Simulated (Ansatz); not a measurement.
This script makes vertical spin-state energies of C2HF2Ge, SMILES C#[C][Ge]([F])[F] with Ansatz 0.2.0, Python API.

`spin_c2hf2ge.py`
```python
'''Gap between spin states of C2HF2Ge at one geometry.'''

import ansatz
from ase import Atoms


def main() -> None:
    atoms = Atoms(['C', 'C', 'Ge', 'F', 'F', 'H'], positions=[
        [-0.1568, 0.4818, 1.7059],
        [-0.233, 0.2605, 0.5174],
        [-0.2995, -0.1493, -1.3433],
        [-0.2784, -1.8818, -1.5396],
        [1.1939, 0.451, -2.1119],
        [-0.1842, 0.7738, 2.7253],
    ])
    geometry = ansatz.Crystal.molecule_from_ase(atoms)

    setup = geometry.calculation().basis(gaussian='def2-SVP').functional('pbe0', dispersion='d3bj')
    found = {}
    for unpaired in [1, 3]:
        data = setup.spin('collinear', total=unpaired).run().report
        s = unpaired / 2
        found[unpaired] = data['free_energy_ev']
        print(f'2S+1 = {unpaired + 1}: E = {found[unpaired]:.5f} eV, <S^2> = {abs(data["mean_field"]["state"]["spin_squared"]):.3f} (pure state {s * (s + 1):.2f})')
    lowest = min(found, key=found.get)
    for unpaired, e in found.items():
        print(f'multiplicity {unpaired + 1}: {23.060548 * (e - found[lowest]):.1f} kcal/mol above the lowest')


if __name__ == '__main__':
    main()
```

Which spin state is lowest at this geometry, and how far above lie the others?

In order: multiplicity 2 (+0.00 eV) and multiplicity 4 (+4.98 eV), all at the one geometry.

The output:

```console
$ python spin_c2hf2ge.py
2S+1 = 2: E = -64013.12954 eV, <S^2> = 0.752 (pure state 0.75)
2S+1 = 4: E = -64008.14557 eV, <S^2> = 3.758 (pure state 3.75)
multiplicity 2: 0.0 kcal/mol above the lowest
multiplicity 4: 114.9 kcal/mol above the lowest
```

Total energies depend on the basis set; only differences at equal settings carry meaning. The geometry is a force-field or estimated start, not a minimum of this method, and the basis set is short of its limit. All parts are taken at fixed geometry, without zero-point energy. The species is open-shell (spin multiplicity 2). Hardware and time: 16 s on 1 thread of Arm Neoverse V2, with other jobs on the host, peak memory 0.38 GiB.
